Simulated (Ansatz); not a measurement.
Task: a single point of Hg₄Pt, space group Im-3m, with Ansatz 0.2.0, Python API. Give the script and its output. Level of theory: LDA, PAW, cutoff 260 eV, 7×7×7 k-points, tetrahedron smearing of 0.1 eV.

`hg4pt.vasp`
```text
Hg4Pt
1.0
  -3.10005000    3.10005000    3.10005000
   3.10005000   -3.10005000    3.10005000
   3.10005000    3.10005000   -3.10005000
Hg Pt
4 1
Direct
   0.50000000    0.50000000    0.50000000
   0.50000000    0.00000000    0.00000000
   0.00000000    0.00000000    0.50000000
   0.00000000    0.50000000    0.00000000
   0.00000000    0.00000000    0.00000000
```

Script `scf.py`:
```python
"""Self-consistent field of Hg4Pt at the given structure."""

import warnings

import ansatz as az
from ase.io import read
from pymatgen.core import Structure
from pymatgen.symmetry.analyzer import SpacegroupAnalyzer

atoms = read("hg4pt.vasp", format="vasp")
structure = az.Crystal.from_ase(atoms)

# the calculation
setup = (
    structure.calculation()
    .functional("LDA")
    .basis(260)
    .accuracy("medium")
    .kpoints(7, center="monkhorst-pack")
    .occupations("tetrahedron")
    .scf(tolerance=1e-06, max_iterations=80)
    .band_table()
)
with warnings.catch_warnings(record=True) as caught:
    warnings.simplefilter("always")
    outcome = setup.run(threads=1, pin="off")
print("warnings raised:", sorted(w.category.__name__ for w in caught) or "none")
r = outcome.report

for key in ("converged", "n_iterations", "n_electrons", "n_kpoints", "n_pw", "n_symmetry_ops", "free_energy_ev", "fermi_energy_ev"):
    print(f"{key:18s} {r[key]}")

fermi = r["fermi_energy_ev"]
print("levels less the Fermi level (eV) at the first k-points (first spin channel where there are two)")
for k, levels in list(zip(r["kpoints_frac"], r["eigenvalues_ev"]))[:4]:
    print("k = ({:.3f}, {:.3f}, {:.3f})".format(*k))
    print("   ", " ".join(f"{e - fermi:.3f}" for e in levels))

final = Structure(outcome.lattice.cell_ang, [s.symbol for s in outcome.lattice.sites], [s.position_frac for s in outcome.lattice.sites])
analyser = SpacegroupAnalyzer(final, symprec=0.01)
standard = analyser.get_conventional_standard_structure()
print(analyser.get_crystal_system(), analyser.get_space_group_symbol(), len(standard), "atoms in the conventional cell")
print("a b c (A):", [round(x, 4) for x in standard.lattice.abc], " angles:", [round(x, 2) for x in standard.lattice.angles])
print(f"mass density {float(final.density):.3f} g/cm^3")
```

Output of `python scf.py`:
```text
warnings raised: ['DeckWarning']
converged          True
n_iterations       7
n_electrons        98.0
n_kpoints          20
n_pw               1157
n_symmetry_ops     48
free_energy_ev     -66330.57934959466
fermi_energy_ev    14.141144168076645
levels less the Fermi level (eV) at the first k-points (first spin channel where there are two)
k = (0.000, 0.000, 0.000)
    -115.689 -115.689 -115.689 -115.685 -99.094 -63.851 -63.851 -63.851 -63.840 -63.840 -63.840 -63.814 -63.800 -63.800 -63.786 -63.786 -63.786 -53.022 -53.022 -53.022 -9.666 -8.337 -8.337 -8.311 -8.311 -8.311 -7.954 -7.858 -7.858 -7.301 -7.301 -7.301 -6.764 -6.764 -6.764 -6.337 -6.337 -6.337 -5.857 -5.857 -5.857 -2.883 -2.883 -2.883 -2.263 -2.263 0.031 0.031 0.031 1.058 1.058 1.058 1.720 1.720 1.720 4.444 6.851 6.851 8.449
k = (0.000, 0.000, 0.143)
    -115.687 -115.687 -115.687 -115.687 -99.093 -63.844 -63.842 -63.842 -63.832 -63.830 -63.830 -63.804 -63.803 -63.796 -63.791 -63.790 -63.789 -53.016 -53.015 -53.014 -9.505 -8.295 -8.285 -8.252 -8.217 -8.171 -7.856 -7.805 -7.788 -7.307 -7.268 -7.218 -6.794 -6.744 -6.743 -6.413 -6.392 -6.362 -6.013 -5.924 -5.920 -3.204 -3.107 -2.946 -2.345 -2.343 -1.258 -0.753 0.184 0.855 1.031 1.285 2.590 2.768 2.773 5.130 7.097 7.316 7.592
k = (0.000, 0.000, 0.286)
    -115.687 -115.687 -115.687 -115.686 -99.093 -63.842 -63.840 -63.832 -63.830 -63.824 -63.821 -63.810 -63.806 -63.798 -63.796 -63.796 -63.789 -53.016 -53.015 -53.013 -9.120 -8.171 -8.098 -8.027 -8.024 -7.836 -7.666 -7.628 -7.481 -7.376 -7.226 -7.072 -6.970 -6.766 -6.735 -6.578 -6.459 -6.456 -6.430 -6.183 -6.180 -4.143 -3.510 -3.125 -2.959 -2.501 -2.404 -1.784 0.237 0.735 1.173 2.109 3.547 4.352 4.560 5.909 6.582 7.074 8.114
k = (0.000, 0.000, 0.429)
    -115.688 -115.686 -115.686 -115.686 -99.093 -63.836 -63.835 -63.826 -63.824 -63.821 -63.818 -63.815 -63.813 -63.805 -63.800 -63.797 -63.787 -53.023 -53.010 -53.010 -8.833 -7.971 -7.935 -7.838 -7.657 -7.453 -7.398 -7.395 -7.378 -7.208 -7.093 -7.089 -7.060 -6.976 -6.778 -6.719 -6.567 -6.550 -6.532 -6.456 -6.442 -5.498 -3.750 -3.742 -3.249 -2.610 -2.531 -2.398 0.202 0.696 1.248 3.274 4.185 4.986 5.271 6.511 6.578 8.623 9.034
cubic Im-3m 10 atoms in the conventional cell
a b c (A): [6.2001, 6.2001, 6.2001]  angles: [90.0, 90.0, 90.0]
mass density 13.899 g/cm^3
```

What to keep in mind:
- The settings weren't tested for convergence.
- The cutoff lies under the one recommended for these potentials.
- For a metal this k-point mesh is coarse: on a finer one energies can move by several to tens of meV an atom and pressures by half a GPa or more, differences at one mesh by less.
- An absolute Fermi energy rests on an arbitrary zero of the periodic potential and has no direct meaning.
- The structure is a deposited one; some such entries were measured under pressure or heat, so a shift against it needn't be the functional's error alone.
- Levels are Kohn-Sham eigenvalues on this mesh, without spin-orbit coupling.
- Wall time of the script: 3.2 s on 1 thread of Arm Neoverse V2 (shared host), peak memory 0.46 GiB.
